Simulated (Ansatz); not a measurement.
Born–Oppenheimer molecular dynamics of a periodic cell of 16 atoms, Li (start crystal Li, start structure bcc, volume 1.05 times the crystal's). It goes on from the last frame of an earlier run, with new velocities.

The calculation used DFT PBEsol, scalar-relativistic, plane waves, PAW (Ansatz). Settings: accuracy low, cutoff 420 eV, k mesh 2x2x2, fermi-dirac smearing 0.11 eV, no spin polarisation.

- ensemble: NVE (velocity Verlet)
- time step: 1 fs
- steps asked: 300
- starting velocities drawn for: 780 K
- seed: 713325

Frames 10 fs apart, positions in Å, forces in eV/Å.

Velocities at 30.0 fs (Å/ps):

```
Li 4.98 8.60 11.02
Li 5.17 5.39 1.76
Li 5.58 -12.89 4.71
Li 17.65 13.29 4.87
Li -1.93 3.76 -14.92
Li -7.59 7.31 -2.80
Li -4.16 -4.41 -21.56
Li -12.54 2.69 2.44
Li -9.75 9.15 13.33
Li 0.82 -0.34 -3.80
Li -1.63 -1.53 11.79
Li -1.08 -14.57 -11.37
Li -13.81 0.14 2.47
Li -5.80 -6.68 -2.26
Li 7.84 4.20 -2.79
Li 16.27 -14.10 7.11
```

```xyz
16
Lattice="7.0944 0.0000 0.0000 0.0000 7.0944 0.0000 0.0000 0.0000 7.0944" Properties=species:S:1:pos:R:3:forces:R:3 time_fs=30.0 energy_less_start_eV=0.153 T=701
Li -0.025 0.073 0.296 0.17 0.07 -0.29
Li 3.937 0.380 0.352 -0.22 -0.25 -0.10
Li 0.214 3.044 0.504 -0.13 0.33 -0.44
Li -0.427 -0.044 3.058 0.65 0.23 0.60
Li 1.886 1.642 1.983 -0.07 -0.18 0.12
Li 3.748 3.371 -0.216 -0.05 0.00 0.14
Li 3.540 -0.174 3.431 0.15 -0.02 -0.12
Li 5.370 1.962 2.057 -0.27 0.05 -0.14
Li -0.179 3.452 3.726 0.16 0.09 0.12
Li 1.564 5.168 2.116 0.07 0.12 -0.36
Li 1.721 1.403 5.241 -0.05 0.04 -0.04
Li 3.265 3.406 3.442 0.48 -0.06 0.06
Li 5.541 5.439 1.745 -0.56 -0.74 -0.14
Li 5.243 1.321 4.964 0.00 0.30 0.32
Li 2.092 5.220 5.089 -0.36 0.20 0.41
Li 5.469 5.523 5.533 0.01 -0.17 -0.16
16
Lattice="7.0944 0.0000 0.0000 0.0000 7.0944 0.0000 0.0000 0.0000 7.0944" Properties=species:S:1:pos:R:3:forces:R:3 time_fs=40.0 energy_less_start_eV=0.125 T=715
Li 0.032 0.157 0.385 -0.06 -0.22 -0.32
Li 3.972 0.416 0.361 -0.26 -0.25 -0.21
Li 0.255 2.943 0.520 -0.38 0.55 -0.45
Li -0.213 0.099 3.142 0.29 -0.02 0.32
Li 1.867 1.666 1.846 0.18 -0.22 0.29
Li 3.670 3.442 -0.233 -0.01 -0.08 0.18
Li 3.509 -0.217 3.213 0.11 0.09 0.16
Li 5.233 1.993 2.072 0.11 0.03 -0.15
Li -0.264 3.545 3.862 0.25 -0.12 -0.13
Li 1.575 5.169 2.054 0.00 -0.01 -0.33
Li 1.703 1.391 5.353 0.04 0.06 -0.16
Li 3.282 3.262 3.338 0.20 0.17 0.29
Li 5.374 5.396 1.764 -0.10 -0.44 0.01
Li 5.184 1.273 4.963 -0.03 0.22 0.27
Li 2.148 5.275 5.087 -0.25 0.15 0.28
Li 5.631 5.377 5.595 -0.09 0.10 -0.05
16
Lattice="7.0944 0.0000 0.0000 0.0000 7.0944 0.0000 0.0000 0.0000 7.0944" Properties=species:S:1:pos:R:3:forces:R:3 time_fs=50.0 energy_less_start_eV=0.367 T=591
Li 0.080 0.212 0.430 -0.28 -0.44 -0.27
Li 3.973 0.417 0.341 -0.26 -0.25 -0.28
Li 0.245 2.917 0.474 -0.48 0.61 -0.40
Li 0.041 0.241 3.272 -0.07 -0.15 0.12
Li 1.872 1.661 1.748 0.35 -0.11 0.28
Li 3.589 3.502 -0.225 0.02 -0.14 0.17
Li 3.492 -0.248 3.017 0.00 0.19 0.45
Li 5.113 2.027 2.065 0.54 -0.09 -0.22
Li -0.313 3.621 3.981 0.35 -0.36 -0.39
Li 1.587 5.170 1.946 -0.03 -0.11 -0.24
Li 1.691 1.387 5.444 0.14 0.12 -0.18
Li 3.325 3.140 3.273 -0.17 0.39 0.52
Li 5.192 5.289 1.783 0.26 -0.28 0.00
Li 5.122 1.255 4.999 0.01 0.14 0.14
Li 2.168 5.350 5.125 -0.15 0.12 0.15
Li 5.779 5.244 5.650 -0.22 0.36 0.17
16
Lattice="7.0944 0.0000 0.0000 0.0000 7.0944 0.0000 0.0000 0.0000 7.0944" Properties=species:S:1:pos:R:3:forces:R:3 time_fs=60.0 energy_less_start_eV=0.520 T=512
Li 0.092 0.208 0.438 -0.34 -0.41 -0.17
Li 3.938 0.382 0.284 -0.21 -0.28 -0.24
Li 0.172 2.972 0.373 -0.34 0.38 -0.26
Li 0.287 0.363 3.419 -0.32 -0.23 -0.06
Li 1.922 1.642 1.686 0.21 0.11 0.09
Li 3.511 3.544 -0.194 0.05 -0.17 0.10
Li 3.476 -0.254 2.883 -0.04 0.20 0.62
Li 5.064 2.048 2.027 0.70 -0.19 -0.28
Li -0.314 3.648 4.046 0.40 -0.47 -0.55
Li 1.595 5.157 1.806 -0.04 -0.13 -0.13
Li 1.699 1.400 5.510 0.23 0.19 -0.09
Li 3.346 3.072 3.279 -0.39 0.47 0.64
Li 5.044 5.144 1.801 0.42 -0.17 -0.05
Li 5.061 1.258 5.054 0.09 0.12 -0.01
Li 2.167 5.443 5.184 -0.09 0.08 0.07
Li 5.898 5.160 5.728 -0.33 0.50 0.30
16
Lattice="7.0944 0.0000 0.0000 0.0000 7.0944 0.0000 0.0000 0.0000 7.0944" Properties=species:S:1:pos:R:3:forces:R:3 time_fs=70.0 energy_less_start_eV=0.384 T=582
Li 0.057 0.148 0.422 -0.24 -0.19 -0.06
Li 3.874 0.308 0.195 -0.13 -0.33 -0.10
Li 0.052 3.078 0.236 -0.08 0.01 -0.11
Li 0.489 0.455 3.557 -0.46 -0.28 -0.24
Li 2.000 1.638 1.636 -0.06 0.27 -0.09
Li 3.440 3.562 -0.150 0.10 -0.18 -0.02
Li 3.455 -0.233 2.833 0.03 0.10 0.61
Li 5.107 2.045 1.952 0.48 -0.22 -0.18
Li -0.261 3.612 4.037 0.34 -0.34 -0.47
Li 1.598 5.127 1.648 -0.03 -0.08 0.01
Li 1.738 1.439 5.566 0.22 0.26 0.09
Li 3.318 3.065 3.370 -0.31 0.35 0.52
Li 4.952 4.976 1.813 0.40 0.03 -0.04
Li 5.012 1.278 5.109 0.18 0.14 -0.11
Li 2.154 5.546 5.254 -0.05 -0.01 0.06
Li 5.972 5.143 5.843 -0.38 0.47 0.12
16
Lattice="7.0944 0.0000 0.0000 0.0000 7.0944 0.0000 0.0000 0.0000 7.0944" Properties=species:S:1:pos:R:3:forces:R:3 time_fs=80.0 energy_less_start_eV=0.249 T=651
Li -0.011 0.063 0.399 -0.05 0.09 0.05
Li 3.792 0.189 0.092 -0.03 -0.34 0.09
Li -0.080 3.185 0.084 0.18 -0.33 0.01
Li 0.629 0.507 3.663 -0.51 -0.30 -0.33
Li 2.072 1.669 1.577 -0.23 0.30 -0.08
Li 3.385 3.557 -0.109 0.20 -0.12 -0.17
Li 3.439 -0.199 2.867 0.12 -0.01 0.46
Li 5.215 2.010 1.854 0.12 -0.24 -0.01
Li -0.161 3.530 3.966 0.23 -0.09 -0.27
Li 1.596 5.086 1.491 -0.03 0.00 0.14
Li 1.806 1.514 5.632 0.09 0.23 0.18
Li 3.247 3.107 3.531 -0.12 0.20 0.26
Li 4.915 4.813 1.820 0.30 0.25 0.01
Li 4.988 1.317 5.151 0.23 0.16 -0.11
Li 2.133 5.647 5.332 -0.07 -0.15 0.05
Li 5.992 5.190 5.972 -0.44 0.35 -0.29
16
Lattice="7.0944 0.0000 0.0000 0.0000 7.0944 0.0000 0.0000 0.0000 7.0944" Properties=species:S:1:pos:R:3:forces:R:3 time_fs=90.0 energy_less_start_eV=0.282 T=634
Li -0.086 -0.010 0.382 0.17 0.31 0.15
Li 3.707 0.024 0.003 0.11 -0.19 0.28
Li -0.187 3.249 -0.069 0.34 -0.46 0.03
Li 0.698 0.518 3.726 -0.47 -0.26 -0.28
Li 2.113 1.741 1.508 -0.26 0.16 0.10
Li 3.358 3.536 -0.091 0.36 0.02 -0.26
Li 3.440 -0.165 2.963 0.16 -0.05 0.25
Li 5.342 1.944 1.753 -0.13 -0.23 0.09
Li -0.029 3.434 3.856 0.12 0.11 -0.11
Li 1.590 5.045 1.354 -0.05 0.04 0.26
Li 1.884 1.618 5.723 -0.14 0.04 0.10
Li 3.159 3.178 3.729 0.05 0.15 -0.01
Li 4.920 4.684 1.829 0.20 0.36 0.07
Li 4.994 1.377 5.177 0.21 0.13 -0.04
Li 2.102 5.729 5.417 -0.16 -0.30 -0.03
Li 5.951 5.286 6.062 -0.50 0.18 -0.62
16
Lattice="7.0944 0.0000 0.0000 0.0000 7.0944 0.0000 0.0000 0.0000 7.0944" Properties=species:S:1:pos:R:3:forces:R:3 time_fs=100.0 energy_less_start_eV=0.383 T=582
Li -0.138 -0.042 0.387 0.34 0.35 0.18
Li 3.638 -0.165 -0.047 0.23 0.13 0.43
Li -0.248 3.252 -0.217 0.35 -0.30 0.02
Li 0.701 0.495 3.749 -0.39 -0.20 -0.18
Li 2.119 1.833 1.454 -0.22 -0.04 0.32
Li 3.381 3.519 -0.107 0.51 0.22 -0.22
Li 3.463 -0.138 3.096 0.14 -0.05 0.09
Li 5.452 1.845 1.664 -0.28 -0.13 0.15
Li 0.119 3.352 3.731 -0.01 0.21 -0.03
Li 1.577 5.008 1.252 -0.08 0.03 0.33
Li 1.943 1.727 5.825 -0.33 -0.29 -0.10
Li 3.077 3.270 3.925 0.21 0.17 -0.23
Li 4.954 4.603 1.847 0.13 0.35 0.10
Li 5.028 1.453 5.198 0.13 0.04 0.04
Li 2.048 5.769 5.497 -0.31 -0.40 -0.17
Li 5.843 5.406 6.069 -0.42 -0.08 -0.73
16
Lattice="7.0944 0.0000 0.0000 0.0000 7.0944 0.0000 0.0000 0.0000 7.0944" Properties=species:S:1:pos:R:3:forces:R:3 time_fs=110.0 energy_less_start_eV=0.393 T=577
Li -0.144 -0.027 0.413 0.39 0.14 0.03
Li 3.599 -0.336 -0.039 0.21 0.42 0.49
Li -0.262 3.215 -0.363 0.26 0.01 0.06
Li 0.651 0.443 3.747 -0.30 -0.15 -0.11
Li 2.095 1.920 1.443 -0.11 -0.15 0.42
Li 3.474 3.530 -0.152 0.50 0.28 -0.07
Li 3.505 -0.118 3.242 0.08 -0.05 0.00
Li 5.524 1.730 1.597 -0.38 0.07 0.21
Li 0.265 3.298 3.601 -0.17 0.21 0.03
Li 1.553 4.975 1.194 -0.07 -0.03 0.35
Li 1.957 1.796 5.915 -0.35 -0.54 -0.26
Li 3.024 3.385 4.091 0.34 0.18 -0.36
Li 5.005 4.569 1.879 0.11 0.28 0.10
Li 5.080 1.536 5.224 0.03 -0.06 0.03
Li 1.952 5.755 5.554 -0.39 -0.38 -0.26
Li 5.679 5.516 5.976 -0.15 -0.23 -0.66
16
Lattice="7.0944 0.0000 0.0000 0.0000 7.0944 0.0000 0.0000 0.0000 7.0944" Properties=species:S:1:pos:R:3:forces:R:3 time_fs=120.0 energy_less_start_eV=0.266 T=643
Li -0.097 0.006 0.443 0.30 -0.12 -0.18
Li 3.588 -0.452 0.035 0.06 0.50 0.40
Li -0.240 3.178 -0.499 0.16 0.28 0.18
Li 0.559 0.371 3.728 -0.22 -0.11 -0.10
Li 2.056 1.987 1.489 0.06 -0.17 0.31
Li 3.633 3.578 -0.206 0.23 0.12 0.10
Li 3.558 -0.104 3.389 -0.03 -0.05 -0.04
Li 5.543 1.625 1.558 -0.44 0.27 0.24
Li 0.387 3.273 3.475 -0.32 0.16 0.14
Li 1.519 4.938 1.185 -0.01 -0.06 0.32
Li 1.926 1.793 5.971 -0.12 -0.54 -0.31
Li 3.016 3.525 4.208 0.37 0.12 -0.40
Li 5.073 4.575 1.925 0.13 0.23 0.10
Li 5.136 1.610 5.252 -0.06 -0.15 -0.05
Li 1.804 5.689 5.577 -0.29 -0.25 -0.20
Li 5.495 5.596 5.791 0.18 -0.23 -0.51
16
Lattice="7.0944 0.0000 0.0000 0.0000 7.0944 0.0000 0.0000 0.0000 7.0944" Properties=species:S:1:pos:R:3:forces:R:3 time_fs=130.0 energy_less_start_eV=0.155 T=700
Li -0.009 0.025 0.450 0.09 -0.18 -0.25
Li 3.586 -0.501 0.164 -0.03 0.40 0.18
Li -0.196 3.179 -0.610 0.08 0.41 0.29
Li 0.436 0.283 3.696 -0.14 -0.08 -0.11
Li 2.025 2.030 1.575 0.25 -0.21 0.06
Li 3.822 3.641 -0.246 -0.12 -0.07 0.23
Li 3.607 -0.098 3.529 -0.20 -0.02 -0.14
Li 5.503 1.556 1.552 -0.37 0.34 0.22
Li 0.465 3.269 3.371 -0.44 0.09 0.34
Li 1.486 4.894 1.219 0.09 -0.01 0.23
Li 1.879 1.717 5.984 0.17 -0.36 -0.31
Li 3.058 3.680 4.269 0.29 -0.02 -0.40
Li 5.159 4.613 1.986 0.14 0.19 0.11
Li 5.185 1.664 5.274 -0.10 -0.22 -0.13
Li 1.616 5.589 5.572 -0.09 -0.11 -0.08
Li 5.335 5.644 5.537 0.38 -0.16 -0.24
16
Lattice="7.0944 0.0000 0.0000 0.0000 7.0944 0.0000 0.0000 0.0000 7.0944" Properties=species:S:1:pos:R:3:forces:R:3 time_fs=140.0 energy_less_start_eV=0.189 T=683
Li 0.090 0.020 0.423 -0.17 -0.11 -0.15
Li 3.580 -0.495 0.318 -0.03 0.20 -0.08
Li -0.141 3.235 -0.680 0.01 0.31 0.35
Li 0.295 0.183 3.648 -0.03 -0.05 -0.14
Li 2.028 2.045 1.672 0.34 -0.25 -0.13
Li 3.998 3.696 -0.256 -0.31 -0.12 0.26
Li 3.627 -0.092 3.650 -0.44 0.09 -0.31
Li 5.412 1.533 1.576 -0.18 0.31 0.17
Li 0.482 3.279 3.313 -0.50 0.02 0.53
Li 1.464 4.849 1.285 0.18 0.08 0.13
Li 1.853 1.593 5.954 0.32 -0.13 -0.29
Li 3.139 3.832 4.274 0.11 -0.19 -0.40
Li 5.264 4.678 2.061 0.13 0.17 0.10
Li 5.221 1.688 5.278 -0.07 -0.22 -0.16
Li 1.416 5.473 5.555 0.11 0.03 -0.06
Li 5.228 5.670 5.252 0.54 -0.15 0.17
```

Of the whole run (300 fs, mean temperature of the second half 640 K): The conserved energy stayed within 0.024 meV per atom of its start (net change 0.0057 meV per atom), so the integration is sound. A run of 0.3 ps of so small a system gives no equilibrium averages. Limits of this set-up: coarse k mesh, low accuracy level.

The run took 14 min on 1 thread of Arm Neoverse V1 (shared host), peak memory 0.51 GiB.
